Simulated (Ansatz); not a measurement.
# Zn7CdSe8: the cost of one run

Method: DFT PBEsol, scalar-relativistic, plane waves, PAW, in Ansatz 0.2.0.

That is the level of the relaxation; later steps name their own.

2 further runs of the same task are left out: 2 set aside as unsound or not needed.

### Step 1. The system as given

Symmetry: F-43m, No. 216, cubic system. The conventional cell has a = 11.381 Å, b = 11.381 Å, c = 11.381 Å, α = 90.00°, β = 90.00°, γ = 90.00°. Around Cd (site symmetry -43m) lie 4 Se at 2.58 Å. Zn (site symmetry 2mm) is surrounded by 4 Se at 2.44 to 2.46 Å. Zn (site symmetry -43m) has 4 Se at 2.46 Å as nearest neighbours. Se (site symmetry 3m) has 3 Zn at 2.44 Å and 1 Cd at 2.58 Å as nearest neighbours. Se (site symmetry 3m) is surrounded by 4 Zn at 2.46 Å.

Structure file:

```
Cd Zn Se
1.0
    -5.69040    0.00000    5.69040
    -5.69040   -5.69040    0.00000
     0.00000   -5.69040    5.69040
Cd Zn Se
1 7 8
Direct
  0.00000 0.50000 0.00000
  0.99905 0.00095 0.99905
  0.99905 0.49905 0.50095
  0.99905 0.00095 0.50095
  0.50095 0.49905 0.99905
  0.50095 0.00095 0.99905
  0.50095 0.49905 0.50095
  0.50000 0.00000 0.50000
  0.13076 0.10773 0.13076
  0.13076 0.63076 0.13076
  0.12490 0.12503 0.62503
  0.13076 0.63076 0.60773
  0.62503 0.12503 0.12490
  0.60773 0.63076 0.13076
  0.62503 0.12503 0.62503
  0.62503 0.62490 0.62503
```

This cell was relaxed beforehand with the same method: volume 23.03 Å³/atom, gap on the mesh 1.07 eV.

### Step 2. Band edges over the whole zone

The input, input.yaml:

```yaml
crystal:
  lattice:
    - [-5.6904027192, 0.0, 5.6904027192]
    - [-5.6904027192, -5.6904027192, 0.0]
    - [0.0, -5.6904027192, 5.6904027192]
  atoms:
    - { symbol: Cd, position: [0.0, 0.5, 0.0] }
    - { symbol: Zn, position: [-0.0009466377, 0.0009466377, -0.0009466377] }
    - { symbol: Zn, position: [-0.0009466377, 0.4990533623, 0.5009466377] }
    - { symbol: Zn, position: [-0.0009466377, 0.0009466377, 0.5009466377] }
    - { symbol: Zn, position: [0.5009466377, 0.4990533623, -0.0009466377] }
    - { symbol: Zn, position: [0.5009466377, 0.0009466377, -0.0009466377] }
    - { symbol: Zn, position: [0.5009466377, 0.4990533623, 0.5009466377] }
    - { symbol: Zn, position: [0.5, 0.0, 0.5] }
    - { symbol: Se, position: [0.1307554515, 0.1077336455, 0.1307554515] }
    - { symbol: Se, position: [0.1307554515, 0.6307554515, 0.1307554515] }
    - { symbol: Se, position: [0.1248952772, 0.1250349076, 0.6250349076] }
    - { symbol: Se, position: [0.1307554515, 0.6307554515, 0.6077336455] }
    - { symbol: Se, position: [0.6250349076, 0.1250349076, 0.1248952772] }
    - { symbol: Se, position: [0.6077336455, 0.6307554515, 0.1307554515] }
    - { symbol: Se, position: [0.6250349076, 0.1250349076, 0.6250349076] }
    - { symbol: Se, position: [0.6250349076, 0.6248952772, 0.6250349076] }
basis:
  ecutwfc: 420
kpoints:
  mp_grid: { grid: [4, 4, 4] }
  band_path: { path: [VBM, CBM], npoints: 2 }
hamiltonian:
  xc: pbesol
scf:
  occupations: { method: gaussian, width: 0.02 }
output:
  forces: true
  stress: true
  eigenvalues: true
```

Launch:

```
$ ansatz run input.yaml --threads 4 --pin off --max-ram 10240MiB --backend cpu --events-out ev --progress --plain --runs-dir out
```

**Question.** How long does this run take on 4 threads of Arm Neoverse V2, shared host, and how much memory does it need?

About 67 s, with a peak of 1.7 GiB.
